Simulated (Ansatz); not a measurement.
Task: a rigid scan of one bond angle of AlBH₅NS, SMILES B[S][AlH][NH2], with Ansatz 0.2.0, Python API. Give the script and its output. Settings (for the species named): PBE0, def2-SVP basis, multiplicity 1.

```csv
atom,x (Å),y (Å),z (Å)
B,-1.7977,0.8161,0.1461
S,-1.3903,-0.8039,0.8854
Al,0.7948,-0.3421,0.7178
N,1.8552,-0.7777,-0.8662
H,-2.0097,1.7924,0.8144
H,-1.9662,0.9824,-1.0373
H,1.6091,0.3771,1.9453
H,1.6997,-1.7984,-1.0151
H,1.2935,-0.2922,-1.6075
```

Script `run_bend.py`:
```python
import ansatz
from ase import Atoms


def main() -> None:
    atoms = Atoms(["B", "S", "Al", "N", "H", "H", "H", "H", "H"], positions=[
        (-1.7977, 0.8161, 0.1461),
        (-1.3903, -0.8039, 0.8854),
        (0.7948, -0.3421, 0.7178),
        (1.8552, -0.7777, -0.8662),
        (-2.0097, 1.7924, 0.8144),
        (-1.9662, 0.9824, -1.0373),
        (1.6091, 0.3771, 1.9453),
        (1.6997, -1.7984, -1.0151),
        (1.2935, -0.2922, -1.6075),
    ])

    first = (
        ansatz.Crystal.molecule_from_ase(atoms).calculation()
        .basis(gaussian="def2-SVP")
        .functional("pbe0")
        .relax(force_tolerance=0.02, max_steps=80)
    )
    atoms.positions = first.run(threads=1).report["positions_ang"]

    rows = []
    for angle in [90, 100, 110, 120, 135, 150, 165, 179]:
        bent = atoms.copy()
        bent.set_angle(2, 1, 0, angle, indices=[0, 4, 5])
        base = ansatz.Crystal.molecule_from_ase(bent).calculation().basis(gaussian="def2-SVP").correlation("mp2")
        rows.append((angle, base.run(threads=1).report["free_energy_ev"]))
    floor = min(e for _, e in rows)
    for angle, e in rows:
        print(f"angle Al2-S1-B0 = {angle:3d} deg   {1000 * (e - floor):9.1f} meV")


if __name__ == "__main__":
    main()
```

Running `python run_bend.py` prints:
```text
angle Al2-S1-B0 =  90 deg       136.0 meV
angle Al2-S1-B0 = 100 deg         0.0 meV
angle Al2-S1-B0 = 110 deg        35.8 meV
angle Al2-S1-B0 = 120 deg       150.2 meV
angle Al2-S1-B0 = 135 deg       404.4 meV
angle Al2-S1-B0 = 150 deg       696.2 meV
angle Al2-S1-B0 = 165 deg       942.8 meV
angle Al2-S1-B0 = 179 deg      1058.2 meV
```

Notes:
- The settings weren't tested for convergence.
- The scan is rigid, and the energies are electronic, in a modest basis. The zero is the lowest point of the grid, which needn't be the minimum.
- The start is relaxed with a density functional and scanned with the wavefunction method, so it isn't exactly that method's minimum.
- It ran for 2.2 min on 1 thread of Intel(R) Xeon(R) Platinum 8488C (Sapphire Rapids), with other jobs on the host, peak memory 0.26 GiB.
